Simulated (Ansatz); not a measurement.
**CH3InS: ionisation energy by level of theory**

One table from this session's results is given with a row withheld; the runs are named, their logs left out.

Program: Ansatz 0.2.0, Gaussian basis. Level of theory: unrestricted cation, the program's frozen cores in correlated methods. These are calculated values, not measurements.

Levels to be run: UKS PBE-D4/def2-TZVPP; UKS r2SCAN-D4/def2-TZVPP; UKS PBE0-D4/def2-TZVPP; UKS B3LYP-D4/def2-TZVPP; UKS wB97X-V/def2-TZVPP; UKS wB97M-V/def2-TZVPP; UKS B2PLYP/def2-TZVPP; UHF-CCSD(T)/def2-TZVPP; UHF-MP2/def2-QZVPP; extrapolation to the limit; then −ε(HOMO) from the neutral's earlier runs with LDA (SPW92), PBE-D4, revPBE-D4, BLYP-D4, r2SCAN-D4, B97M-V, PBE0-D4, B3LYP-D4, r2SCANh-D4, r2SCAN0-D4, HSE06-D4, BHLYP-D4, CAM-B3LYP-D4, LC-ωPBE, ωB97X-V, ωB97M-V.

**Structure used throughout**

An earlier PBE0-D4 in a triple-zeta def2 set relaxation fixed the geometry. In takes the def2 core potential; no spin-orbit term is included.

SMILES `[CH2]1[S][InH]1`, 6 atoms, charge 0, spin multiplicity 1.

Atoms are counted from 1 here; the program's logs count them from 0.

Bond lengths: C1–S2 1.858 Å, C1–In3 2.099 Å, C1–H4 1.086 Å, C1–H5 1.086 Å, S2–In3 2.393 Å, In3–H6 1.669 Å. Angles: S2–C1–In3 74.1°, S2–C1–H4 114.5°, S2–C1–H5 114.5°, In3–C1–H4 117.9°, In3–C1–H5 117.9°, H4–C1–H5 112.6°, C1–S2–In3 57.6°, C1–In3–S2 48.3°, C1–In3–H6 177.0°, S2–In3–H6 134.7°.

Set-up of the first run:

Input file in.yaml:

```yaml
crystal:
  periodic: [false, false, false]
  atoms:
    - {symbol: C, position_ang: [-0.227305, -0.729690, -0.493598]}
    - {symbol: S, position_ang: [-1.321046, 0.764429, -0.644271]}
    - {symbol: In, position_ang: [0.606334, 0.722606, 0.772629]}
    - {symbol: H, position_ang: [0.313506, -0.984970, -1.399891]}
    - {symbol: H, position_ang: [-0.702961, -1.591431, -0.035169]}
    - {symbol: H, position_ang: [1.331482, 1.819057, 1.800299]}
basis:
  gaussian: {orbitals: def2-TZVPP}
total_charge: 1
magnetization: {spin_polarized: true, initial_magnetization: 1}
hamiltonian: {xc: pbe, dispersion: d4}
```

Run with:

```bash
> ansatz run in.yaml --threads 2 --pin off --events-out ev --progress --plain --max-ram 4352MiB
```

Steps of the session up to this table: Cation, UKS PBE-D4/def2-TZVPP; Cation, UKS r2SCAN-D4/def2-TZVPP; Cation, UKS PBE0-D4/def2-TZVPP; Cation, UKS B3LYP-D4/def2-TZVPP; Cation, UKS wB97X-V/def2-TZVPP; Cation, UKS wB97M-V/def2-TZVPP; Cation, UKS B2PLYP (frozen core)/def2-TZVPP; Cation, UHF-CCSD(T)/def2-TZVPP; Cation, UHF-MP2/def2-QZVPP.

One table of the session follows, with a row left open; its other results are not shown here.

Orbital estimates, from the neutral's runs:

| functional | −ε(HOMO) (eV) |
| --- | --- |
| LDA (SPW92) | 5.38 |
| PBE-D4 | 5.19 |
| revPBE-D4 | 5.12 |
| BLYP-D4 | 5.04 |
| r2SCAN-D4 | 5.37 |
| B97M-V | 5.35 |
| PBE0-D4 | 6.13 |
| B3LYP-D4 | 5.95 |
| r2SCANh-D4 | 5.73 |
| r2SCAN0-D4 | 6.26 |
| HSE06-D4 | 5.74 |
| BHLYP-D4 | 6.96 |
| CAM-B3LYP-D4 | 7.32 |
| LC-ωPBE | ? |
| ωB97X-V | 8.23 |
| ωB97M-V | 8.12 |

Q: Estimate the row for LC-ωPBE from the others.

**Answer.** −ε(HOMO) (eV): 8.53. In the column «−ε(HOMO) (eV)» it is the highest.

Caveats from the session: The cation may have settled in a state other than its lowest; no search over hole states beyond the program's own was made.
